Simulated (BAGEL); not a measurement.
# CH2FNOSi (SMILES O=C=N[SiH2]F) at HF/STO-3G (density fitting with qzvpp-jkfit)

What is the vertical ionisation energy of CH2FNOSi at HF/STO-3G (density fitting with qzvpp-jkfit)? 

The calculation is run with BAGEL 1.2.2.

2 further runs of the same task are left out: 2 set aside as unsound or not needed.

## 1. The system as given

CH2FNOSi: 7 atoms, total charge 0, spin state singlet. As SMILES, `O=C=N[SiH2]F`. Geometry: relaxed at PBE0-D4/def2-TZVP. This is one conformer, not always the lowest.

Bond lengths: O1–C2 1.162 Å, C2–N3 1.195 Å, N3–Si4 1.694 Å, Si4–F5 1.591 Å, Si4–H6 1.475 Å, Si4–H7 1.475 Å. Angles: O1–C2–N3 178.4°, C2–N3–Si4 166.0°, N3–Si4–F5 109.2°, N3–Si4–H6 109.0°, N3–Si4–H7 109.0°, F5–Si4–H6 108.2°, F5–Si4–H7 108.2°, H6–Si4–H7 113.2°.

## 2. The energy at HF/STO-3G (density fitting with qzvpp-jkfit)

Contents of input.json:

```json
{ "bagel" : [

{
  "title" : "molecule",
  "basis" : "sto-3g",
  "df_basis" : "qzvpp-jkfit",
  "angstrom" : true,
  "geometry" : [
    { "atom" : "O", "xyz" : [   -0.573800,   -2.908000,   -0.552000 ] },
    { "atom" : "C", "xyz" : [   -0.306900,   -1.816900,   -0.256100 ] },
    { "atom" : "N", "xyz" : [   -0.019000,   -0.706200,    0.076100 ] },
    { "atom" : "Si", "xyz" : [    0.212100,    0.968300,    0.188900 ] },
    { "atom" : "F", "xyz" : [   -0.420200,    1.671000,   -1.091000 ] },
    { "atom" : "H", "xyz" : [   -0.490300,    1.470300,    1.384800 ] },
    { "atom" : "H", "xyz" : [    1.659300,    1.253600,    0.203700 ] }
  ]
},
{
  "title" : "hf"
},
{
  "title" : "print",
  "file" : "orbitals.molden",
  "orbitals" : true
}

]}
```

Started as:

```console
$ BAGEL_NUM_THREADS=1 BAGEL input.json > input.out
```

What it wrote:

```text
* using 1 threads per process

  ===============================================================
  ===============================================================

  *** Geometry ***

  { "atom" : "O", "xyz" : [     -1.084325,     -5.495324,     -1.043129 ] },
  { "atom" : "C", "xyz" : [     -0.579957,     -3.433443,     -0.483959 ] },
  { "atom" : "N", "xyz" : [     -0.035905,     -1.334525,      0.143808 ] },
  { "atom" : "Si", "xyz" : [      0.400811,      1.829822,      0.356969 ] },
  { "atom" : "F", "xyz" : [     -0.794063,      3.157732,     -2.061691 ] },
  { "atom" : "H", "xyz" : [     -0.926533,      2.778464,      2.616893 ] },
  { "atom" : "H", "xyz" : [      3.135623,      2.368961,      0.384937 ] },

  Number of auxiliary basis functions:      470

  Since a DF basis is specified, we compute 2- and 3-index integrals:
    o Being stored without compression. Storage requirement is 0.004 GB

  Number of basis functions:       31
  Number of electrons      :       46

    * METHOD: MOLECULE                             0.26

  *** RHF ***

  === Nuclear Repulsion ===
   204.9228988254

      * DIIS with orbital gradients will be used.

  === RHF iteration (sto-3g) ===
      0       -549.67892587          0.02080776           0.03
      1       -549.78007539          0.01076675           0.03
      2       -549.80398829          0.00232021           0.03
      3       -549.80544440          0.00080996           0.03
      4       -549.80568794          0.00018138           0.03
      5       -549.80570668          0.00003204           0.03
      6       -549.80570739          0.00000852           0.03
      7       -549.80570745          0.00000330           0.03
      8       -549.80570746          0.00000178           0.03
      9       -549.80570747          0.00000049           0.03
     10       -549.80570747          0.00000018           0.03
     11       -549.80570747          0.00000007           0.03
     12       -549.80570747          0.00000003           0.03
     13       -549.80570747          0.00000001           0.03
    * SCF iteration converged.

    * Permanent dipole moment:
           (   -0.305487,    -0.764007,    -0.416808) a.u.

    * METHOD: HF                                   0.57

    * METHOD: PRINT                                0.01

  ===============================================================
```

Wall time 1 s (1 thread of Arm Neoverse N1, shared host); peak memory 0.081 GiB.

## 3. The doublet cation at the same level

input.json: that of step 2 with these lines changed.

```diff
@@ -17,10 +17,4 @@
 },
-{
-  "title" : "hf"
-},
-{
-  "title" : "print",
-  "file" : "orbitals.molden",
-  "orbitals" : true
-}
+{ "title" : "uhf", "charge" : 1, "nopen" : 1 },
+{ "title" : "print", "file" : "orbitals.molden", "orbitals" : true }
```

Started as:

```console
$ BAGEL_NUM_THREADS=1 BAGEL input.json > input.out
```

What it wrote:

```text
* using 1 threads per process

  ===============================================================
  ===============================================================

  *** Geometry ***

  { "atom" : "O", "xyz" : [     -1.084325,     -5.495324,     -1.043129 ] },
  { "atom" : "C", "xyz" : [     -0.579957,     -3.433443,     -0.483959 ] },
  { "atom" : "N", "xyz" : [     -0.035905,     -1.334525,      0.143808 ] },
  { "atom" : "Si", "xyz" : [      0.400811,      1.829822,      0.356969 ] },
  { "atom" : "F", "xyz" : [     -0.794063,      3.157732,     -2.061691 ] },
  { "atom" : "H", "xyz" : [     -0.926533,      2.778464,      2.616893 ] },
  { "atom" : "H", "xyz" : [      3.135623,      2.368961,      0.384937 ] },

  Number of auxiliary basis functions:      470

  Since a DF basis is specified, we compute 2- and 3-index integrals:
    o Being stored without compression. Storage requirement is 0.004 GB

  Number of basis functions:       31
  Number of electrons      :       46

    * METHOD: MOLECULE                             0.26

  *** Open-shell HF ***

  === Nuclear Repulsion ===
   204.9228988254

      * DIIS with orbital gradients will be used.

  === UHF iteration (sto-3g) ===
      0       -549.35294952          0.04466413           0.06
      1       -549.46473442          0.03464120           0.06
      2       -549.50225675          0.02534538           0.06
      3       -549.54696368          0.00329694           0.06
      4       -549.55371297          0.00231130           0.06
      5       -549.55851938          0.00146976           0.06
      6       -549.56062348          0.00080841           0.06
      7       -549.56116750          0.00018151           0.06
      8       -549.56118254          0.00007160           0.06
      9       -549.56118558          0.00003381           0.06
     10       -549.56118703          0.00000992           0.06
     11       -549.56118757          0.00000520           0.06
     12       -549.56118784          0.00000301           0.06
     13       -549.56118794          0.00000246           0.06
     14       -549.56118804          0.00000119           0.06
     15       -549.56118804          0.00000059           0.06
     16       -549.56118804          0.00000033           0.06
     17       -549.56118804          0.00000027           0.06
     18       -549.56118805          0.00000023           0.06
     19       -549.56118805          0.00000022           0.06
     20       -549.56118805          0.00000021           0.06
     21       -549.56118805          0.00000021           0.06
     22       -549.56118805          0.00000020           0.06
     23       -549.56118805          0.00000019           0.06
     24       -549.56118805          0.00000017           0.06
     25       -549.56118805          0.00000009           0.06
     26       -549.56118805          0.00000003           0.06
     27       -549.56118805          0.00000002           0.06
     28       -549.56118805          0.00000001           0.06
     29       -549.56118805          0.00000000           0.06
    * SCF iteration converged.

    * S^2 (UHF) is 0.9434

    * Permanent dipole moment:
           (   -0.208792,     1.212761,    -0.598265) a.u.

    * METHOD: UHF                                  1.84

    * METHOD: PRINT                                0.01

  ===============================================================
```

It took 2.2 s on 1 thread of Arm Neoverse N1, shared host; peak memory 0.081 GiB.

## 4. Results

At HF/STO-3G (density fitting with qzvpp-jkfit):

| quantity | value |
| --- | --- |
| singlet CH2FNOSi: total energy | -549.80571 Eh |
| singlet CH2FNOSi: dipole moment | 2.34 D |
| singlet CH2FNOSi: HOMO energy | -8.44 eV |
| singlet CH2FNOSi: LUMO energy | 9.56 eV |
| singlet CH2FNOSi: HOMO–LUMO gap | 18.00 eV |
| doublet cation: total energy | -549.56119 Eh |
| doublet cation: ⟨S²⟩ | 0.943 |
| vertical ionisation energy (to the doublet cation) | 6.654 eV |

What this shows: Removing an electron at fixed nuclei costs 6.65 eV (642 kJ/mol). −ε(HOMO) before ionisation, 8.44 eV, is 1.79 eV above this ionisation energy. In a minimal basis such a difference can be off by several eV, whatever the method. ⟨S²⟩ (doublet cation) is 0.94 where a pure doublet has 0.75: the reference is spin-contaminated.
